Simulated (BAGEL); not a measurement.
# triplet C2H5FSi at 4 levels

Wanted: a comparison of 4 runs (ROHF/6-31G*, UHF/6-31G*, ROHF/cc-pVDZ, UHF/cc-pVDZ) of triplet C2H5FSi. 

Program for the calculation: BAGEL 1.2.2.

1 further run of the same task is left out (it didn't finish).

### 1 The structure to begin with

C2H5FSi: 9 atoms, total charge 0, spin state triplet. As SMILES of the parent species, `F/C=C/[SiH3]`. The shape is that of a PBE0-D4/def2-TZVP optimisation. That shape belongs to the parent species and isn't relaxed for this state.

Bond lengths: F1–C2 1.336 Å, C2–C3 1.322 Å, C3–Si4 1.852 Å, C2–H5 1.086 Å, C3–H6 1.087 Å, Si4–H7 1.487 Å, Si4–H8 1.487 Å, Si4–H9 1.487 Å. Some angles: F1–C2–C3 122.8°, C2–C3–Si4 121.1°, F1–C2–H5 111.4°, C3–C2–H5 125.9°, C2–C3–H6 117.6°, Si4–C3–H6 121.3°, C3–Si4–H7 110.8°, C3–Si4–H8 110.8°, C3–Si4–H9 108.6°, H7–Si4–H8 107.9°.

### 2 A single-point energy at ROHF/6-31G(d) (density fitting with qzvpp-jkfit, spherical functions) (run 1)

Input file job.json:

```json
{ "bagel": [

{
  "title": "molecule",
  "basis": "6-31gs.json",
  "df_basis": "qzvpp-jkfit",
  "angstrom": true,
  "geometry": [
    { "atom": "F", "xyz": [   -1.259900,    2.360900,    0.506400 ] },
    { "atom": "C", "xyz": [   -0.578300,    1.355000,   -0.048000 ] },
    { "atom": "C", "xyz": [   -0.336700,    0.219900,    0.584900 ] },
    { "atom": "Si", "xyz": [    0.614100,   -1.145000,   -0.228900 ] },
    { "atom": "H", "xyz": [   -0.264200,    1.599600,   -1.058100 ] },
    { "atom": "H", "xyz": [   -0.716100,    0.118100,    1.598600 ] },
    { "atom": "H", "xyz": [    1.843700,   -1.465600,    0.542800 ] },
    { "atom": "H", "xyz": [   -0.206700,   -2.381600,   -0.316300 ] },
    { "atom": "H", "xyz": [    0.992500,   -0.707600,   -1.598500 ] }
  ]
},
{ "title": "rohf", "nopen": 2 },
{ "title": "print", "file": "orbitals.molden", "orbitals": true }

]}
```

The basis set 6-31G* is read from a file made from the Basis Set Exchange's data (not shown).

Started as:

```sh
$ BAGEL_NUM_THREADS=1 BAGEL job.json > job.out
```

Standard output:

```text
* using 1 threads per process

  ===============================================================
  ===============================================================

  *** Geometry ***

  { "atom" : "F", "xyz" : [     -2.380866,      4.461454,      0.956957 ] },
  { "atom" : "C", "xyz" : [     -1.092829,      2.560579,     -0.090707 ] },
  { "atom" : "C", "xyz" : [     -0.636271,      0.415551,      1.105301 ] },
  { "atom" : "Si", "xyz" : [      1.160481,     -2.163736,     -0.432558 ] },
  { "atom" : "H", "xyz" : [     -0.499266,      3.022806,     -1.999519 ] },
  { "atom" : "H", "xyz" : [     -1.353233,      0.223177,      3.020916 ] },
  { "atom" : "H", "xyz" : [      3.484088,     -2.769583,      1.025743 ] },
  { "atom" : "H", "xyz" : [     -0.390606,     -4.500572,     -0.597720 ] },
  { "atom" : "H", "xyz" : [      1.875553,     -1.337170,     -3.020727 ] },

  Number of auxiliary basis functions:      445

  Since a DF basis is specified, we compute 2- and 3-index integrals:
    o Being stored without compression. Storage requirement is 0.017 GB

  Number of basis functions:       70
  Number of electrons      :       40

    * METHOD: MOLECULE                             0.19

  *** Open-shell HF ***

  === Nuclear Repulsion ===
   148.9502593729

      * DIIS with orbital gradients will be used.

  === ROHF iteration (6-31gs.json) ===
      0       -466.63085967          0.03549174           0.08
      1       -466.77572040          0.01816598           0.08
      2       -466.80960251          0.00965051           0.08
      3       -466.81960488          0.00202547           0.08
      4       -466.82067796          0.00073461           0.08
      5       -466.82091686          0.00020117           0.08
      6       -466.82095874          0.00005418           0.08
      7       -466.82096670          0.00001736           0.08
      8       -466.82096913          0.00000403           0.08
      9       -466.82096971          0.00000094           0.08
     10       -466.82096978          0.00000034           0.08
     11       -466.82096980          0.00000013           0.08
     12       -466.82096980          0.00000005           0.08
     13       -466.82096980          0.00000002           0.08
     14       -466.82096980          0.00000001           0.08
    * SCF iteration converged.

    * S^2 (ROHF) is 2.0000

    * Permanent dipole moment:
           (   -0.206849,     0.385069,     0.082887) a.u.

    * METHOD: ROHF                                 1.32

    * METHOD: PRINT                                0.01

  ===============================================================
```

Wall time 1.7 s (1 thread of Arm Neoverse V1, shared host); peak memory 0.094 GiB.

### 3 The energy at UHF/6-31G(d) (density fitting with qzvpp-jkfit, spherical functions) (run 2)

Input file input.json:

```json
{ "bagel": [

{
  "title": "molecule",
  "basis": "6-31gs.json",
  "df_basis": "qzvpp-jkfit",
  "angstrom": true,
  "geometry": [
    { "atom": "F", "xyz": [   -1.259900,    2.360900,    0.506400 ] },
    { "atom": "C", "xyz": [   -0.578300,    1.355000,   -0.048000 ] },
    { "atom": "C", "xyz": [   -0.336700,    0.219900,    0.584900 ] },
    { "atom": "Si", "xyz": [    0.614100,   -1.145000,   -0.228900 ] },
    { "atom": "H", "xyz": [   -0.264200,    1.599600,   -1.058100 ] },
    { "atom": "H", "xyz": [   -0.716100,    0.118100,    1.598600 ] },
    { "atom": "H", "xyz": [    1.843700,   -1.465600,    0.542800 ] },
    { "atom": "H", "xyz": [   -0.206700,   -2.381600,   -0.316300 ] },
    { "atom": "H", "xyz": [    0.992500,   -0.707600,   -1.598500 ] }
  ]
},
{ "title": "uhf", "nopen": 2 },
{ "title": "print", "file": "orbitals.molden", "orbitals": true }

]}
```

The basis set 6-31G* is read from a file made from the Basis Set Exchange's data (not shown).

Started as:

```sh
$ BAGEL_NUM_THREADS=1 BAGEL input.json > input.out
```

Standard output:

```text
* using 1 threads per process

  ===============================================================
  ===============================================================

  *** Geometry ***

  { "atom" : "F", "xyz" : [     -2.380866,      4.461454,      0.956957 ] },
  { "atom" : "C", "xyz" : [     -1.092829,      2.560579,     -0.090707 ] },
  { "atom" : "C", "xyz" : [     -0.636271,      0.415551,      1.105301 ] },
  { "atom" : "Si", "xyz" : [      1.160481,     -2.163736,     -0.432558 ] },
  { "atom" : "H", "xyz" : [     -0.499266,      3.022806,     -1.999519 ] },
  { "atom" : "H", "xyz" : [     -1.353233,      0.223177,      3.020916 ] },
  { "atom" : "H", "xyz" : [      3.484088,     -2.769583,      1.025743 ] },
  { "atom" : "H", "xyz" : [     -0.390606,     -4.500572,     -0.597720 ] },
  { "atom" : "H", "xyz" : [      1.875553,     -1.337170,     -3.020727 ] },

  Number of auxiliary basis functions:      445

  Since a DF basis is specified, we compute 2- and 3-index integrals:
    o Being stored without compression. Storage requirement is 0.017 GB

  Number of basis functions:       70
  Number of electrons      :       40

    * METHOD: MOLECULE                             0.19

  *** Open-shell HF ***

  === Nuclear Repulsion ===
   148.9502593729

      * DIIS with orbital gradients will be used.

  === UHF iteration (6-31gs.json) ===
      0       -466.63085967          0.03549174           0.08
      1       -466.78418395          0.01797965           0.08
      2       -466.81802733          0.00955107           0.08
      3       -466.82769846          0.00198344           0.08
      4       -466.82909333          0.00070718           0.08
      5       -466.82938224          0.00021129           0.08
      6       -466.82945535          0.00005770           0.08
      7       -466.82947115          0.00001945           0.08
      8       -466.82947441          0.00000581           0.08
      9       -466.82947498          0.00000173           0.08
     10       -466.82947505          0.00000099           0.08
     11       -466.82947508          0.00000047           0.08
     12       -466.82947508          0.00000024           0.08
     13       -466.82947508          0.00000009           0.08
     14       -466.82947508          0.00000003           0.08
     15       -466.82947508          0.00000001           0.08
     16       -466.82947508          0.00000001           0.08
    * SCF iteration converged.

    * S^2 (UHF) is 2.0207

    * Permanent dipole moment:
           (   -0.210019,     0.392142,     0.082905) a.u.

    * METHOD: UHF                                  1.47

    * METHOD: PRINT                                0.01

  ===============================================================
```

It took 1.9 s on 1 thread of Arm Neoverse V1, shared host; peak memory 0.094 GiB.

Run 3 isn't shown in full; the table further down has it.

### 4 The energy at UHF/cc-pVDZ (density fitting with qzvpp-jkfit) (run 4)

Input file hf.json:

```json
{ "bagel": [

{
  "title": "molecule",
  "basis": "cc-pvdz.json",
  "df_basis": "qzvpp-jkfit",
  "angstrom": "true",
  "geometry": [
    { "atom": "F", "xyz": [      -1.259900,       2.360900,       0.506400 ] },
    { "atom": "C", "xyz": [      -0.578300,       1.355000,      -0.048000 ] },
    { "atom": "C", "xyz": [      -0.336700,       0.219900,       0.584900 ] },
    { "atom": "Si", "xyz": [       0.614100,      -1.145000,      -0.228900 ] },
    { "atom": "H", "xyz": [      -0.264200,       1.599600,      -1.058100 ] },
    { "atom": "H", "xyz": [      -0.716100,       0.118100,       1.598600 ] },
    { "atom": "H", "xyz": [       1.843700,      -1.465600,       0.542800 ] },
    { "atom": "H", "xyz": [      -0.206700,      -2.381600,      -0.316300 ] },
    { "atom": "H", "xyz": [       0.992500,      -0.707600,      -1.598500 ] }
  ]
},

{ "title": "uhf", "nopen": 2 },

{ "title": "print", "file": "orbitals.molden", "orbitals": "true" }

]}
```

The basis set cc-pVDZ is read from a file made from the Basis Set Exchange's data (not shown).

Started as:

```sh
$ BAGEL_NUM_THREADS=1 BAGEL hf.json > hf.out
```

Standard output:

```text
* using 1 threads per process

  ===============================================================
  ===============================================================

  *** Geometry ***

  { "atom" : "F", "xyz" : [     -2.380866,      4.461454,      0.956957 ] },
  { "atom" : "C", "xyz" : [     -1.092829,      2.560579,     -0.090707 ] },
  { "atom" : "C", "xyz" : [     -0.636271,      0.415551,      1.105301 ] },
  { "atom" : "Si", "xyz" : [      1.160481,     -2.163736,     -0.432558 ] },
  { "atom" : "H", "xyz" : [     -0.499266,      3.022806,     -1.999519 ] },
  { "atom" : "H", "xyz" : [     -1.353233,      0.223177,      3.020916 ] },
  { "atom" : "H", "xyz" : [      3.484088,     -2.769583,      1.025743 ] },
  { "atom" : "H", "xyz" : [     -0.390606,     -4.500572,     -0.597720 ] },
  { "atom" : "H", "xyz" : [      1.875553,     -1.337170,     -3.020727 ] },

  Number of auxiliary basis functions:      445

  Since a DF basis is specified, we compute 2- and 3-index integrals:
    o Being stored without compression. Storage requirement is 0.026 GB

  Number of basis functions:       85
  Number of electrons      :       40

    * METHOD: MOLECULE                             0.20

  *** Open-shell HF ***

  === Nuclear Repulsion ===
   148.9502593729

      * DIIS with orbital gradients will be used.

  === UHF iteration (cc-pvdz.json) ===
      0       -466.68383965          0.02415999           0.10
      1       -466.82251368          0.01179548           0.10
      2       -466.84977644          0.00567504           0.10
      3       -466.85780178          0.00176525           0.10
      4       -466.85912905          0.00052590           0.10
      5       -466.85934982          0.00018146           0.10
      6       -466.85941630          0.00004325           0.10
      7       -466.85942930          0.00001618           0.10
      8       -466.85943251          0.00000396           0.10
      9       -466.85943286          0.00000130           0.10
     10       -466.85943291          0.00000083           0.10
     11       -466.85943294          0.00000040           0.10
     12       -466.85943294          0.00000017           0.10
     13       -466.85943294          0.00000007           0.10
     14       -466.85943294          0.00000003           0.10
     15       -466.85943294          0.00000001           0.10
    * SCF iteration converged.

    * S^2 (UHF) is 2.0206

    * Permanent dipole moment:
           (   -0.215056,     0.397577,     0.089190) a.u.

    * METHOD: UHF                                  1.74

    * METHOD: PRINT                                0.02

  ===============================================================
```

Run time: 2.1 s. Hardware: 1 thread of Arm Neoverse V1, shared host; peak memory 0.11 GiB.

### 5 Overview of the runs

```
run                                                                level  energy (Eh)  dipole moment (D)   ⟨S²⟩  wall time
  1  ROHF/6-31G* (density fitting with qzvpp-jkfit, spherical functions)  -466.820970               1.13  2.000      1.7 s
  2   UHF/6-31G* (density fitting with qzvpp-jkfit, spherical functions)  -466.829475               1.15  2.021      1.9 s
  3                      ROHF/cc-pVDZ (density fitting with qzvpp-jkfit)  -466.851004               1.15  2.000      2.1 s
  4                       UHF/cc-pVDZ (density fitting with qzvpp-jkfit)  -466.859433               1.17  2.021      2.1 s
```

### 6 Outcome

| quantity | value |
| --- | --- |
| run 4: total energy | -466.85943 Eh |
| run 4: dipole moment | 1.17 D |
| run 4: ⟨S²⟩ | 2.021 |

What this shows: The dipole moment (its size) runs from 1.13 D (ROHF/6-31G*) to 1.17 D (UHF/cc-pVDZ). The two ends differ in method and basis. All runs together took 7.7 s, the longest 2.1 s.
